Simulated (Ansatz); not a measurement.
# CoSi2: the cost of one run

Program: Ansatz 0.2.0. Level of theory: DFT PBEsol, scalar-relativistic, plane waves, PAW. These are calculated values, not measurements.

## (1) The system as given

Symmetry: Fm-3m, No. 225, cubic system. Conventional cell: a = 5.365 Å, b = 5.365 Å, c = 5.365 Å, α = 90.00°, β = 90.00°, γ = 90.00°. Around Si (site symmetry -43m) lie 4 Co at 2.32 Å. Co (site symmetry m-3m) is surrounded by 8 Si at 2.32 Å.

Structure file:

```
Si Co
1.0
     3.79363    0.00000    0.00000
    -1.89681    3.28538    0.00000
     0.00000    0.00000    9.29245
Si Co
6 3
Direct
  0.66667 0.33333 0.08333
  0.33333 0.66667 0.25000
  0.00000 0.00000 0.41667
  0.66667 0.33333 0.58333
  0.33333 0.66667 0.75000
  0.00000 0.00000 0.91667
  0.00000 0.00000 0.16667
  0.33333 0.66667 0.50000
  0.66667 0.33333 0.83333
```

## (2) Relaxing cell and atoms: CoSi2, no spin

File input.yaml:

```yaml
crystal:
  lattice:
    - [3.7936278811, 0.0, 0.0]
    - [-1.8968139405, 3.2853781175, 0.0]
    - [0.0, 0.0, 9.2924525826]
  atoms:
    - { symbol: Si, position: [0.6666666667, 0.3333333333, 0.0833333333] }
    - { symbol: Co, position: [0.0, 0.0, 0.1666666667] }
    - { symbol: Si, position: [0.3333333333, 0.6666666667, 0.25] }
    - { symbol: Si, position: [0.0, 0.0, 0.4166666667] }
    - { symbol: Co, position: [0.3333333333, 0.6666666667, 0.5] }
    - { symbol: Si, position: [0.6666666667, 0.3333333333, 0.5833333333] }
    - { symbol: Si, position: [0.3333333333, 0.6666666667, 0.75] }
    - { symbol: Co, position: [0.6666666667, 0.3333333333, 0.8333333333] }
    - { symbol: Si, position: [0.0, 0.0, 0.9166666667] }
scf:
  occupations: { method: methfessel_paxton, width: 0.1 }
output:
  forces: true
  stress: true
  eigenvalues: true
  write_density: true
  write_potential: true
  elf: true
  volumetric_format: npy
kpoints:
  mp_grid: { grid: [18, 18, 6] }
hamiltonian:
  xc: pbesol
relax:
  f_tol: 0.005
  adjacent_minimum: "off"
  cell: { stress_tol: 0.03 }
```

Launch:

```
ansatz run input.yaml --threads 4 --pin off --max-ram 10240MiB --backend cpu --events-out ev --progress --plain --runs-dir out
```

Q: Estimate wall time and peak memory on 4 threads of Arm Neoverse N1, shared host.

About 4.1 min, with a peak of 1.1 GiB.
